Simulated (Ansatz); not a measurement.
Run this with Ansatz 0.2.0 through its Python package and show what comes out.

The script, `freq_ch4bn2p.py`:
```python
import itertools

import ansatz as az
from ase import Atoms
from ase.data import atomic_numbers, covalent_radii
from ase.thermochemistry import IdealGasThermo
import numpy as np

GEOMETRY = '''
N    -2.36300    1.70520   -1.00090
C    -1.48260    1.07400   -0.59440
B    -0.31490    0.23700   -0.05550
N    -0.55570   -1.19960    0.39130
P     1.43950    1.03590    0.08800
H     0.35540   -1.59800    0.71070
H    -0.84140   -1.74010   -0.45580
H     2.11400   -0.09080   -0.53370
H     1.64870    0.57630    1.45020
'''


def main() -> None:
    ch4bn2p = az.Crystal.molecule()
    for line in GEOMETRY.strip().splitlines():
        symbol, *xyz = line.split()
        ch4bn2p = ch4bn2p.atom(symbol, [float(v) for v in xyz])

    calc = ch4bn2p.calculation().basis(gaussian='cc-pVDZ').functional('r2scan')
    symbols = [site.symbol for site in ch4bn2p.cartesian_sites]
    start = np.array([site.position_ang for site in ch4bn2p.cartesian_sites], dtype=float)
    def progress(event):
        if event['event'] == 'relax_step':
            row = event['data']
            print(f'step {row["step"]:3d}  E = {row["lagrangian_ev"]:.6f} eV  largest force component {row["allowed_force_max_ev_ang"]:.4f} eV/A')


    report = calc.relax(force_tolerance=0.003).session().plan().execute(on_event=progress).report
    end = np.array(report['positions_ang'])

    radius = [covalent_radii[atomic_numbers[s]] for s in symbols]
    span = lambda where, i, j: np.linalg.norm(where[i] - where[j])
    bonded = [(i, j) for i, j in itertools.combinations(range(len(symbols)), 2) if min(span(start, i, j), span(end, i, j)) < 1.2 * (radius[i] + radius[j])]
    print('pair        before    after (A)')
    for i, j in bonded:
        print(f'{symbols[i]}{i}-{symbols[j]}{j}'.ljust(10), f'{span(start, i, j):8.4f} {span(end, i, j):8.4f}')

    minimum = az.Crystal.molecule()
    for symbol, place in zip(symbols, end):
        minimum = minimum.atom(symbol, place.tolist())
    vibrating = (
        minimum.calculation()
        .basis(gaussian='cc-pVDZ')
        .functional('r2scan')
        .phonons(temperatures=(298.15, 498.15, 100))
    )
    vib = vibrating.run(threads=1).report['vibrations']
    sums = vib['harmonic_sums']
    modes = [m['omega_inv_cm'] for m in sums['modes_at_gamma'] if m['rigid_motion'] == 'no']
    print('frequencies (1/cm):', ' '.join(f'{w:.0f}' for w in modes))
    print('imaginary modes:', sum(w < 0 for w in modes), ' zero-point energy:', round(sums['zero_point_energy_ev'], 4), 'eV')
    gas = IdealGasThermo(vib_energies=[w / 8065.544 for w in modes if w > 0], geometry='linear' if len(modes) == 3 * len(symbols) - 5 else 'nonlinear',
                         atoms=Atoms(symbols, positions=end), symmetrynumber=1, spin=0.0)
    print(f'H(298 K) - E = {gas.get_enthalpy(298.15, verbose=False):.4f} eV')
    print(f'S(298 K, 1 bar) = {96485.33 * gas.get_entropy(298.15, 1e5, verbose=False):.1f} J/(mol K) with symmetry number 1')

    heavier = vibrating.phonons(masses={'H': 2.014102}).run(threads=1).report['vibrations']['harmonic_sums']
    print('deuterated (1/cm):', ' '.join(f'{m["omega_inv_cm"]:.0f}' for m in heavier['modes_at_gamma'] if m['rigid_motion'] == 'no'))
    print('zero-point energy falls by', round(sums['zero_point_energy_ev'] - heavier['zero_point_energy_ev'], 4), 'eV')


if __name__ == '__main__':
    main()
```

```console
$ python freq_ch4bn2p.py
step   1  E = -14044.045915 eV  largest force component 2.6327 eV/A
step   2  E = -14044.397871 eV  largest force component 2.0937 eV/A
step   3  E = -14044.588540 eV  largest force component 2.1872 eV/A
step   4  E = -14044.798234 eV  largest force component 1.1245 eV/A
step   5  E = -14044.838126 eV  largest force component 0.3379 eV/A
step   6  E = -14044.846227 eV  largest force component 0.2498 eV/A
step   7  E = -14044.850904 eV  largest force component 0.0859 eV/A
step   8  E = -14044.859358 eV  largest force component 0.1861 eV/A
step   9  E = -14044.886173 eV  largest force component 0.2496 eV/A
step  10  E = -14044.919490 eV  largest force component 0.3431 eV/A
step  11  E = -14044.961770 eV  largest force component 0.2431 eV/A
step  12  E = -14044.997998 eV  largest force component 0.1914 eV/A
step  13  E = -14045.021339 eV  largest force component 0.1585 eV/A
step  14  E = -14044.988549 eV  largest force component 0.4804 eV/A
step  15  E = -14045.034014 eV  largest force component 0.1218 eV/A
step  16  E = -14045.041055 eV  largest force component 0.1533 eV/A
step  17  E = -14045.042910 eV  largest force component 0.0281 eV/A
step  18  E = -14045.042774 eV  largest force component 0.1292 eV/A
step  19  E = -14045.043575 eV  largest force component 0.0276 eV/A
step  20  E = -14045.043795 eV  largest force component 0.0173 eV/A
step  21  E = -14045.043764 eV  largest force component 0.0205 eV/A
step  22  E = -14045.043808 eV  largest force component 0.0075 eV/A
step  23  E = -14045.043847 eV  largest force component 0.0072 eV/A
step  24  E = -14045.043850 eV  largest force component 0.0016 eV/A
pair        before    after (A)
N0-C1        1.1570   1.1690
C1-B2        1.5344   1.5499
B2-N3        1.5236   1.3929
B2-P4        1.9331   1.9319
N3-H5        1.0444   1.0132
N3-H6        1.0447   1.0144
P4-H7        1.4529   1.4331
P4-H8        1.4528   1.4296
frequencies (1/cm): 130 154 232 260 426 462 537 559 651 701 743 828 1075 1124 1374 1611 2297 2388 2420 3577 3687
imaginary modes: 0  zero-point energy: 1.5645 eV
H(298 K) - E = 1.7678 eV
S(298 K, 1 bar) = 331.5 J/(mol K) with symmetry number 1
deuterated (1/cm): 113 127 220 231 355 420 433 492 508 582 615 691 777 1054 1123 1426 1713 1740 2297 2590 2723
zero-point energy falls by 0.3105 eV
```

Total energies depend on the basis set; only differences at equal settings carry meaning. The frequencies are harmonic and unscaled, in a modest basis. The entropy takes a symmetry number of 1; a symmetric molecule's is lower by R ln(sigma). Hardware and time: 6.6 min on 1 thread of Arm Neoverse V2, with other jobs on the host, peak memory 0.3 GiB.
